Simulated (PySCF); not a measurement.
**RuH3: relaxation and vibrations of the quartet**

The task is one start of a wider search on RuH3: the quartet, built as T-shaped. It is relaxed, tested by its Hessian and followed downhill if it is a saddle.

The runs use PySCF 2.14.0; PBE0, basis Ru x2c-TZVPall, H x2c-TZVPall, spin-free X2C, no spin–orbit coupling, density fitting.

### Step 1. Where the work starts

4 atoms, charge 0, spin multiplicity 4.

Bond lengths: Ru1–H2 1.570 Å, Ru1–H3 1.570 Å, Ru1–H4 1.570 Å. Angles: H2–Ru1–H3 88.0°, H2–Ru1–H4 88.0°, H3–Ru1–H4 176.0°.

Z-matrix (Å, degrees; charge 0 multiplicity 4):
```
Ru
H  1 1.5700
H  1 1.5700 2 88.00
H  1 1.5700 2 88.00 3 180.00
```

### Step 2. Relaxing the quartet from the T-shaped start

One driver script runs all steps and calls PySCF; scf.py shows how it sets up the SCF of each step. The optimiser is the driver's own. Before each start the driver seeks the lowest SCF state from one or more starting densities and follows internal instabilities, so scf.py alone need not reach the same state.

The program finds C2v symmetry in the start, which this walk keeps. Threshold on the gradient: 0.0003 Eh/bohr, with a further test on the energy change.

scf.py reads:

```python
from pyscf import gto, scf, dft
mol = gto.M(atom='''
Ru     0.000000     0.000000    -0.016132
H      0.000000     0.000000     1.553868
H      1.569000    -0.000000     0.038668
H     -1.569000     0.000000     0.038668''',
    basis={'Ru': 'x2c-TZVPall', 'H': 'x2c-TZVPall'},
    nucmod='G',
    charge=0, spin=3)
mf = dft.UKS(mol, xc='PBE0')
mf.grids.atom_grid = (50, 194)
aux = {'Ru': 'AutoAux', 'H': 'AutoAux'}  # AutoAux: made from the orbital basis
mf = mf.density_fit(auxbasis=aux).sfx2c1e()
mf.kernel()
```

The runs that follow: Frequencies.

What does the calculation give? Wanted: minimum; geometry; wavenumbers; dipole moment; highest occupied, lowest empty level; polar-tensor charge of Ru1; zero-point energy; ⟨S²⟩.

As calculated:

| quantity | value |
| --- | --- |
| minimum | quartet, C2v |
| geometry | Ru–H 1.546 Å, Ru–H 1.656 Å (×2); H–Ru–H 66.7° (×2), H–Ru–H 133.3° |
| wavenumbers (cm⁻¹) | 430 (b2), 530 (b1), 720 (a1), 1752 (b2), 1905 (a1), 2212 (a1) |
| dipole moment | 2.18 D |
| highest occupied, lowest empty level (either spin) | -5.98, -2.97 eV |
| polar-tensor charge of Ru1 | +0.35 e |
| zero-point energy | 45.2 kJ/mol |
| entropy at 298.15 K | 248.2 J/(mol K) |
| ⟨S²⟩ | 3.763 |

What this shows: The T-shaped start keeps its C2v symmetry and ends in a minimum. The strongest infrared band lies at 430 cm⁻¹ (b2, bend). Most of the spin sits on Ru1 (Mulliken spin 2.80, against 3 for the whole molecule). Only this shape and spin were tried, so other structures or states may lie lower. Open d and f shells are described by one determinant, and the ground state may have another occupation or spin.
